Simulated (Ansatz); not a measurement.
# CH6InNO: a ladder of functionals and wavefunction methods

One table from this session's results is given with a row withheld; the runs are named, their logs left out.

The runs use Ansatz 0.2.0, Gaussian basis; functionals in def2-TZVPP, the program's frozen cores in correlated methods.

Plan: LDA (SPW92), PBE-D4, revPBE-D4, BLYP-D4, r2SCAN-D4, B97M-V, PBE0-D4, B3LYP-D4, r2SCANh-D4, r2SCAN0-D4, HSE06-D4, BHLYP-D4, CAM-B3LYP-D4, LC-ωPBE, ωB97X-V, ωB97M-V, B2PLYP, PBE-QIDH; CCSD(T)/def2-SVP; CCSD(T)/def2-TZVPP; MP2/def2-QZVPP; extrapolation to the limit; RPA on PBE.

## The geometry

An earlier PBE0-D4 in a triple-zeta def2 set relaxation fixed the geometry. In takes the def2 core potential; no spin-orbit term is included.

10 atoms, charge 0, spin multiplicity 1.

Atoms are counted from 1 here; the program's logs count them from 0.

Bond lengths: C1–In2 2.128 Å, C1–H5 1.089 Å, C1–H6 1.090 Å, C1–H7 1.090 Å, In2–N3 2.021 Å, In2–O4 1.997 Å, N3–H8 1.009 Å, N3–H9 1.009 Å, O4–H10 0.959 Å. Angles: In2–C1–H5 109.1°, In2–C1–H6 110.4°, In2–C1–H7 109.9°, H5–C1–H6 109.6°, H5–C1–H7 109.1°, H6–C1–H7 108.7°, C1–In2–N3 130.5°, C1–In2–O4 117.3°, N3–In2–O4 112.0°, In2–N3–H8 118.6°, In2–N3–H9 119.5°, H8–N3–H9 109.4°, In2–O4–H10 113.5°.

Coordinates:

```mol
CH6InNO
  3D, bonds by distance, orders not assigned

 10  9  0  0  0  0  0  0  0  0999 V2000
   -1.0401    1.4616    0.6711 C   0  0
    0.0827   -0.0853   -0.2651 In  0  0
    0.9005   -1.7645    0.5075 N   0  0
    0.2670   -0.0104   -2.2521 O   0  0
   -1.5892    2.0138   -0.0904 H   0  0
   -1.7393    1.0390    1.3924 H   0  0
   -0.3690    2.1442    1.1932 H   0  0
    1.6129   -2.2432   -0.0230 H   0  0
    1.1359   -1.7957    1.4880 H   0  0
    0.7386   -0.7595   -2.6217 H   0  0
  1  2  8  0
  2  3  8  0
  2  4  8  0
  1  5  8  0
  1  6  8  0
  1  7  8  0
  3  8  8  0
  3  9  8  0
  4 10  8  0
M  END
```

The first run:

Contents of in.yaml:

```yaml
crystal:
  periodic: [false, false, false]
  atoms:
    - {symbol: C, position_ang: [-1.040082, 1.461591, 0.671095]}
    - {symbol: In, position_ang: [0.082745, -0.085291, -0.265117]}
    - {symbol: N, position_ang: [0.900534, -1.764470, 0.507541]}
    - {symbol: O, position_ang: [0.266986, -0.010403, -2.252076]}
    - {symbol: H, position_ang: [-1.589214, 2.013835, -0.090379]}
    - {symbol: H, position_ang: [-1.739339, 1.039007, 1.392450]}
    - {symbol: H, position_ang: [-0.369015, 2.144218, 1.193236]}
    - {symbol: H, position_ang: [1.612909, -2.243248, -0.023011]}
    - {symbol: H, position_ang: [1.135885, -1.795741, 1.487957]}
    - {symbol: H, position_ang: [0.738590, -0.759508, -2.621687]}
basis:
  gaussian: {orbitals: def2-TZVPP}
hamiltonian: {xc: lda}
output: {orbitals: {seedname: orbitals}}
```

On the command line:

```
$ ansatz run in.yaml --threads 4 --pin off --events-out ev --progress --plain --max-ram 10444MiB
```

Steps of the session up to this table: LDA; PBE-D4 (GGA); revPBE-D4 (GGA); BLYP-D4 (GGA); r2SCAN-D4 (meta-GGA); B97M-V (meta-GGA); PBE0-D4 (hybrid); B3LYP-D4 (hybrid); r2SCANh-D4 (hybrid); r2SCAN0-D4 (hybrid); HSE06-D4 (hybrid); BHLYP-D4 (hybrid); CAM-B3LYP-D4 (range-separated); LC-ωPBE (range-separated); ωB97X-V (range-separated); ωB97M-V (range-separated); B2PLYP (double hybrid); PBE-QIDH (double hybrid).

One of the session's tables, all rows but one given; the rest of the session is left out.

It belongs to the step «Orbital energies across the functionals». 

```
  functional  HOMO (eV)  gap (eV)
 LDA (SPW92)      -5.82      4.15
      PBE-D4      -5.61      4.15
   revPBE-D4          ?         ?
     BLYP-D4      -5.50      4.03
   r2SCAN-D4      -5.90      4.76
      B97M-V      -5.93      4.53
     PBE0-D4      -7.01      6.38
    B3LYP-D4      -6.77      5.81
  r2SCANh-D4      -6.42      5.58
  r2SCAN0-D4      -7.22      6.79
    HSE06-D4      -6.60      5.61
    BHLYP-D4      -8.32      8.37
CAM-B3LYP-D4      -8.45      8.65
     LC-ωPBE      -9.88     11.26
     ωB97X-V      -9.48     10.70
     ωB97M-V      -9.39     10.28
```

Q: Estimate the row for revPBE-D4 from the others.

The run gave: HOMO (eV): -5.54; gap (eV): 4.18. In the column «HOMO (eV)» it lies between PBE-D4 (-5.61) and BLYP-D4 (-5.50).
